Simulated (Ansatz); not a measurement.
Rb2InAgF6, space group Fm-3m, a single point from an input typed as a dict

Computed with Ansatz 0.2.0, Python API.

`deck_rb2inagf6.py`:
```python
# -*- coding: utf-8 -*-
"""Rb2InAgF6 from an input typed as a mapping."""

import ansatz as az
import numpy as np


def main():
    deck = {
        "crystal": {
            "lattice": [[0.0, 4.55351, 4.55351], [4.55351, 0.0, 4.55351], [4.55351, 4.55351, 0.0]],
            "atoms": [
                {"symbol": "Rb", "position": [0.25, 0.25, 0.25]},
                {"symbol": "Rb", "position": [0.75, 0.75, 0.75]},
                {"symbol": "In", "position": [0.0, 0.0, 0.0]},
                {"symbol": "Ag", "position": [0.5, 0.5, 0.5]},
                {"symbol": "F", "position": [0.231629, 0.231629, 0.768371]},
                {"symbol": "F", "position": [0.231629, 0.768371, 0.768371]},
                {"symbol": "F", "position": [0.768371, 0.768371, 0.231629]},
                {"symbol": "F", "position": [0.231629, 0.768371, 0.231629]},
                {"symbol": "F", "position": [0.768371, 0.231629, 0.768371]},
                {"symbol": "F", "position": [0.768371, 0.231629, 0.231629]},
            ],
        },
        "kpoints": {"mp_grid": {"kspacing": 0.4}},
        "hamiltonian": {"xc": "pbesol"},
        "scf": {"occupations": {"method": "gaussian", "width": 0.025}},
        "output": {"stress": True, "eigenvalues": True},
    }

    out = az.Session.from_dict(deck).plan(threads=1).execute()
    report = out.report

    for key in ("converged", "n_iterations", "n_electrons", "n_kpoints", "n_pw", "n_symmetry_ops", "free_energy_ev", "fermi_energy_ev"):
        print(f"{key:18s} {report[key]}")

    print("band  energy (eV)  occupation (first spin channel), at k =", report["kpoints_frac"][0])
    for band, (e, occ) in enumerate(zip(report["eigenvalues_ev"][0], report["occupations"][0]), start=1):
        print(f"{band:4d} {e:12.4f} {occ:9.4f}")

    edges = report.get("band_edges_ev")
    if edges:
        print(f"band edges on the mesh: {edges[0]:.3f} and {edges[1]:.3f} eV, gap {edges[1] - edges[0]:.3f} eV")
    else:
        print("no band edges reported (a metal, or a gap too narrow for this smearing); Fermi level", round(report["fermi_energy_ev"], 3), "eV")

    # the stress is positive in compression
    print("pressure by term (GPa)")
    for term, tensor in report["stress_terms_gpa"].items():
        if np.any(tensor):
            print(f"  {term:28s} {np.trace(np.array(tensor)) / 3:12.3f}")
    print(f"  {'total':28s} {np.trace(np.array(report['stress_gpa'])) / 3:12.3f}")

    terms = report["components"]
    print({name: round(terms[name], 3) for name in ("e_kinetic", "e_hartree", "e_xc", "e_local", "e_nonlocal", "e_ewald", "e_paw") if name in terms})


if __name__ == "__main__":
    main()
```

```console
$ python deck_rb2inagf6.py
DeckWarning: basis.ecutwfc = 420 eV, auto-derived from the records' recommended cutoffs: set by Rb (normal level)
converged          True
n_iterations       7
n_electrons        92.0
n_kpoints          4
n_pw               3695
n_symmetry_ops     48
free_energy_ev     -24290.695417835646
fermi_energy_ev    5.0372687560980065
band  energy (eV)  occupation (first spin channel), at k = [0.0, 0.0, 0.0]
   1     -84.2946    2.0000
   2     -47.8743    2.0000
   3     -47.8743    2.0000
   4     -47.8743    2.0000
   5     -20.8919    2.0000
   6     -20.8650    2.0000
   7     -17.6605    2.0000
   8     -17.4141    2.0000
   9     -17.4141    2.0000
  10     -17.3695    2.0000
  11     -17.3695    2.0000
  12     -17.3695    2.0000
  13      -8.6076    2.0000
  14      -8.6076    2.0000
  15      -8.6076    2.0000
  16      -8.5351    2.0000
  17      -8.5351    2.0000
  18      -5.0825    2.0000
  19      -5.0825    2.0000
  20      -5.0825    2.0000
  21      -4.9649    2.0000
  22      -4.9649    2.0000
  23      -4.9649    2.0000
  24      -2.1380    2.0000
  25      -0.2194    2.0000
  26      -0.2194    2.0000
  27      -0.2194    2.0000
  28       0.8367    2.0000
  29       0.8367    2.0000
  30       0.8367    2.0000
  31       0.8387    2.0000
  32       0.8387    2.0000
  33       1.3850    2.0000
  34       1.3850    2.0000
  35       1.3850    2.0000
  36       1.4480    2.0000
  37       1.4480    2.0000
  38       1.4480    2.0000
  39       1.7810    2.0000
  40       1.7810    2.0000
  41       1.7810    2.0000
  42       3.2355    2.0000
  43       3.2355    2.0000
  44       3.2355    2.0000
  45       4.1774    2.0000
  46       4.1774    2.0000
  47       5.8951    0.0000
  48      10.4272    0.0000
  49      10.4272    0.0000
  50      10.4272    0.0000
  51      10.7319    0.0000
  52      11.1223    0.0000
  53      11.1223    0.0000
  54      11.6609    0.0000
band edges on the mesh: 4.179 and 5.895 eV, gap 1.716 eV
pressure by term (GPa)
  kinetic                          1352.473
  hartree                          1114.568
  ewald                           -1860.562
  local_pseudopotential            -273.079
  nonlocal_pseudopotential         -188.437
  augmentation                      119.162
  nlcc                             -188.351
  xc                                -79.171
  augmentation_tail                   0.005
  scf_correction                     -0.002
  pulay_correction                    0.427
  total                              -2.967
{'e_kinetic': 2390.993, 'e_hartree': 3940.819, 'e_xc': -1121.338, 'e_local': -9946.838, 'e_nonlocal': 1252.753, 'e_ewald': -6578.456, 'e_paw': -14229.701}
```
(Warnings from the package without file and line.)

The settings weren't tested for convergence. Semilocal gaps usually lie well under measured ones. The energy terms are those on the plane-wave grid, with the one-centre PAW part apart; the terms shown are only some of the summands, so they needn't add up to F. An absolute Fermi energy rests on an arbitrary zero of the periodic potential and has no direct meaning. Pressure is positive in compression. In a crystal with a gap the Fermi level's place inside it depends on smearing and mesh. This cell is a computed structure, which may not be the phase found in nature. Levels are Kohn-Sham eigenvalues on this mesh, without spin-orbit coupling. Timing: 3.2 s on 1 thread of Arm Neoverse V1, on a shared host, peak memory 0.48 GiB.
